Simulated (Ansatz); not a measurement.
# K+ with AlCl3: structure and interaction energy

How do K+ and AlCl3 sit together, how strongly do they interact, and which methods get it right?

The runs use Ansatz 0.2.0, Gaussian basis; PBE0-D4 structure, single points in def2-TZVPPD.

Levels: PBE-D4, revPBE-D4, BLYP-D4, r2SCAN-D4, B97M-V, PBE0-D4, B3LYP-D4, HSE06-D4, wB97X-V, wB97M-V, B2PLYP, Hartree-Fock, MP2, CCSD, CCSD(T). The reference is CCSD(T) extrapolated to the basis limit. For elements past Ar these valence bases correlate outer-core shells poorly and lack relativity, so that limit is rough.

Cores are frozen in the correlated methods. The outer core shell of Li, Na, Mg and K is correlated. B3LYP uses VWN-RPA correlation. B2PLYP carries no dispersion term here.

163 further runs of the same task are left out: 163 set aside as unsound or not needed. Runs told in other sessions of the task aren't counted.

### 1 Where the work starts

The pair, from a GFN2-xTB docking trial: 5 atoms, charge 1, spin multiplicity 1.

Atoms are counted from 1 here; the program's logs count them from 0.

Bond lengths: K1–Cl2 2.860 Å, K1–Cl5 2.870 Å, Cl2–Al3 2.049 Å, Al3–Cl4 1.995 Å, Al3–Cl5 2.048 Å. Angles: Cl2–K1–Cl5 71.9°, K1–Cl2–Al3 89.0°, Cl2–Al3–Cl4 124.5°, Cl2–Al3–Cl5 110.4°, Cl4–Al3–Cl5 125.1°, K1–Cl5–Al3 88.7°.

Coordinates:

```xyz
5
charge 1, multiplicity 1
K     0.4151    0.9302   -2.5239
Cl    0.7613    1.5288    0.2508
Al   -0.1162   -0.2652    0.7096
Cl   -0.3919   -0.9461    2.5641
Cl   -0.6682   -1.2477   -1.0006
```

Atoms 1 to 1 are fragment A (K+), the rest fragment B (AlCl3).

### 2 A first relaxation in a small basis

pre/in.yaml

```yaml
crystal:
  periodic: [false, false, false]
  atoms:
    - {symbol: K, position_ang: [0.415100, 0.930200, -2.523900]}
    - {symbol: Cl, position_ang: [0.761300, 1.528800, 0.250800]}
    - {symbol: Al, position_ang: [-0.116200, -0.265200, 0.709600]}
    - {symbol: Cl, position_ang: [-0.391900, -0.946100, 2.564100]}
    - {symbol: Cl, position_ang: [-0.668200, -1.247700, -1.000600]}
basis:
  gaussian: {orbitals: def2-SVP}
total_charge: 1
hamiltonian: {xc: pbe, dispersion: d4}
relax: {f_tol: 0.03, max_steps: 250}
```

The run is started by

```console
$ ansatz run in.yaml --threads 4 --pin off --events-out ev --progress --plain --max-ram 9574MiB
```

Further steps of the session: Relaxation at PBE0-D4; wB97X-V/def2-TZVPPD; wB97M-V/def2-TZVPPD; B2PLYP/def2-TZVPPD; B97M-V/def2-TZVPPD; CCSD(T)/def2-TZVPPD; MP2/def2-QZVPPD; Hartree-Fock/STO-3G; SPW92/def2-SVP; wB97M-V/def2-SVP; CCSD(T)/def2-SVP; Vibrations of the pair.

Q: Predict the outcome of this session. Wanted: interaction energy, CCSD(T)/CBS; of it Hartree-Fock; D4 term of PBE0-D4; shortest contact; lowest wavenumber.

As calculated:

```
                        quantity            value
 interaction energy, CCSD(T)/CBS  -12.47 kcal/mol
of it Hartree-Fock (basis limit)   -9.73 kcal/mol
              D4 term of PBE0-D4   -0.78 kcal/mol
                shortest contact    K1–Cl2 3.25 Å
               lowest wavenumber          33 cm⁻¹
```

**Reading.** The pair is bound by 12.47 kcal/mol at fixed fragment shapes. Hartree-Fock gives 78 % of it, so electrostatics, induction and charge transfer lead. Among the functionals PBE-D4 lands nearest to CCSD(T)/CBS (-0.06 kcal/mol) and B2PLYP farthest (+1.21 kcal/mol). Mean unsigned error by rung: GGA 0.48, meta-GGA 0.37, hybrid 0.13, screened hybrid 0.14, range-separated hybrid 0.13, double hybrid 1.21 kcal/mol. The double hybrids carry no dispersion term here, unlike the levels marked D4 or V. PBE-D4 gives an interaction energy 0.06 kcal/mol too low, an error of 1 % of the reference. CCSD(T) moves by -1.35 kcal/mol from triple zeta to the limit; gaps between functionals far smaller than that don't rank them. A lower arrangement may exist.
